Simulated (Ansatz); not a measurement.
**ClH6MgNSi2: one species, many methods**

The task here is to estimate one member of a computed series from the others.

Computed with Ansatz 0.2.0, Gaussian basis. Level: functionals in def2-TZVPP, the program's frozen cores in correlated methods.

Levels to be run: LDA (SPW92), PBE-D4, revPBE-D4, BLYP-D4, r2SCAN-D4, B97M-V, PBE0-D4, B3LYP-D4, r2SCANh-D4, r2SCAN0-D4, HSE06-D4, BHLYP-D4, CAM-B3LYP-D4, LC-ωPBE, ωB97X-V, ωB97M-V, B2PLYP, PBE-QIDH; CCSD(T)/def2-SVP; CCSD(T)/def2-TZVPP; MP2/def2-QZVPP; extrapolation to the limit; RPA on PBE.

## The geometry

An earlier PBE0-D4 in a triple-zeta def2 set relaxation fixed the geometry.

SMILES `[SiH3][N]([SiH3])[Mg][Cl]`, 11 atoms, charge 0, spin multiplicity 1.

Atoms are counted from 1 here; the program's logs count them from 0.

Bond lengths: Si1–N2 1.712 Å, Si1–H6 1.490 Å, Si1–H7 1.500 Å, Si1–H8 1.490 Å, N2–Si3 1.712 Å, N2–Mg4 1.909 Å, Si3–H9 1.490 Å, Si3–H10 1.500 Å, Si3–H11 1.490 Å, Mg4–Cl5 2.173 Å. Angles: N2–Si1–H6 113.5°, N2–Si1–H7 106.8°, N2–Si1–H8 113.5°, H6–Si1–H7 107.6°, H6–Si1–H8 107.6°, H7–Si1–H8 107.6°, Si1–N2–Si3 126.5°, Si1–N2–Mg4 117.0°, Si3–N2–Mg4 116.5°, N2–Si3–H9 113.5°, N2–Si3–H10 106.7°, N2–Si3–H11 113.5°, H9–Si3–H10 107.6°, H9–Si3–H11 107.6°, H10–Si3–H11 107.6°, N2–Mg4–Cl5 179.9°.

The first run:

in.yaml reads:

```yaml
crystal:
  periodic: [false, false, false]
  atoms:
    - {symbol: Si, position_ang: [-1.399254, -0.717401, 0.527758]}
    - {symbol: N, position_ang: [-0.014771, 0.075457, -0.092993]}
    - {symbol: Si, position_ang: [1.597999, -0.119424, 0.446843]}
    - {symbol: Mg, position_ang: [-0.290276, 1.299653, -1.531073]}
    - {symbol: Cl, position_ang: [-0.606337, 2.693607, -3.168069]}
    - {symbol: H, position_ang: [-1.664489, -0.412989, 1.962412]}
    - {symbol: H, position_ang: [-2.573050, -0.224574, -0.265301]}
    - {symbol: H, position_ang: [-1.348389, -2.200003, 0.384484]}
    - {symbol: H, position_ang: [1.801611, 0.278291, 1.868639]}
    - {symbol: H, position_ang: [2.448412, 0.779142, -0.401783]}
    - {symbol: H, position_ang: [2.113941, -1.508761, 0.289782]}
basis:
  gaussian: {orbitals: def2-TZVPP}
hamiltonian: {xc: lda}
output: {orbitals: {seedname: orbitals}}
```

Command:

```bash
> ansatz run in.yaml --threads 4 --pin off --events-out ev --progress --plain --max-ram 10444MiB
```

Steps of the session up to this table: LDA; PBE-D4 (GGA); revPBE-D4 (GGA); BLYP-D4 (GGA); r2SCAN-D4 (meta-GGA); B97M-V (meta-GGA); PBE0-D4 (hybrid); B3LYP-D4 (hybrid); r2SCANh-D4 (hybrid); r2SCAN0-D4 (hybrid); HSE06-D4 (hybrid); BHLYP-D4 (hybrid); CAM-B3LYP-D4 (range-separated); LC-ωPBE (range-separated); ωB97X-V (range-separated); ωB97M-V (range-separated); B2PLYP (double hybrid); PBE-QIDH (double hybrid).

One table of the session follows, with a row left open; its other results are not shown here.

It belongs to the step «Frontier levels by functional». 

```
  functional  HOMO (eV)  LUMO (eV)  gap (eV)
 LDA (SPW92)          ?          ?         ?
      PBE-D4      -6.35      -2.46      3.89
   revPBE-D4      -6.30      -2.29      4.01
     BLYP-D4      -6.22      -2.39      3.83
   r2SCAN-D4      -6.63      -2.08      4.56
      B97M-V      -6.77      -2.47      4.30
     PBE0-D4      -7.61      -1.71      5.89
    B3LYP-D4      -7.39      -1.97      5.42
  r2SCANh-D4      -7.10      -1.84      5.26
  r2SCAN0-D4      -7.81      -1.50      6.30
    HSE06-D4      -7.21      -2.08      5.13
    BHLYP-D4      -8.78      -1.05      7.73
CAM-B3LYP-D4      -8.95      -0.90      8.06
     LC-ωPBE     -10.31       0.27     10.58
     ωB97X-V      -9.97       0.05     10.02
     ωB97M-V      -9.87      -0.28      9.59
```

**Question.** Estimate the row for LDA (SPW92).

**Answer.** HOMO (eV): -6.46; LUMO (eV): -2.76; gap (eV): 3.70. In the column «HOMO (eV)» it lies between r2SCAN-D4 (-6.63) and PBE-D4 (-6.35).
